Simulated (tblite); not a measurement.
# C6H8GaNO: the cost of one run

Programs: tblite 0.8.0 and PySCF 2.14.0, with density-fitted response routines of our own. Each step states its level of theory. These are calculated values for one molecule in the gas phase, unless marked as measured. Atoms are numbered from 0 throughout.

### 1 The starting structure

17 atoms, charge 0, multiplicity 1; geometry from: force field or distance geometry start.

Bonds of the start (Å): C0–C1 1.20, C1–Ga2 1.97, Ga2–N3 1.89, N3–C4 1.17, C4–C5 1.47, C5–C6 1.52, C5–C7 1.45, C7–O8 1.24, C0–H9 1.06, Ga2–H10 1.60, Ga2–H11 1.62, C5–H12 1.11, C6–H13 1.11, C6–H14 1.12, C6–H15 1.10, C7–H16 1.08.

### 2 Optimising the geometry with GFN2-xTB

Job settings and geometry (Å):

```
{"job": {"kind": "relax", "xc": "GFN2-xTB", "basis": "xTB"}, "charge": 0, "multiplicity": 1}
C      3.987200     0.029300    -2.334900
C      3.438800    -0.123800    -1.274900
Ga     2.608300    -0.398100     0.495300
N      0.814700     0.193900     0.372700
C     -0.300600     0.539000     0.337900
C     -1.707700     0.974300     0.287200
C     -2.467900     0.353100     1.444200
C     -2.238300     0.610100    -1.016400
O     -2.668500     1.508600    -1.747400
H      4.463500     0.180600    -3.268500
H      2.637000    -1.937600     0.931700
H      3.416100     0.425800     1.625400
H     -1.798200     2.079200     0.395900
H     -2.985900     1.163700     1.988500
H     -1.704900    -0.147400     2.087200
H     -3.192500    -0.397200     1.087400
H     -2.308300    -0.391900    -1.421100
```

Started as:

```console
> OMP_NUM_THREADS=1 python probes_run.py task.json out
```

The driver reads the jobs from task.json and runs them one after another.

**Question.** How long does this first job take on 1 thread of Arm Neoverse N1, shared host?

About 1.9 s.
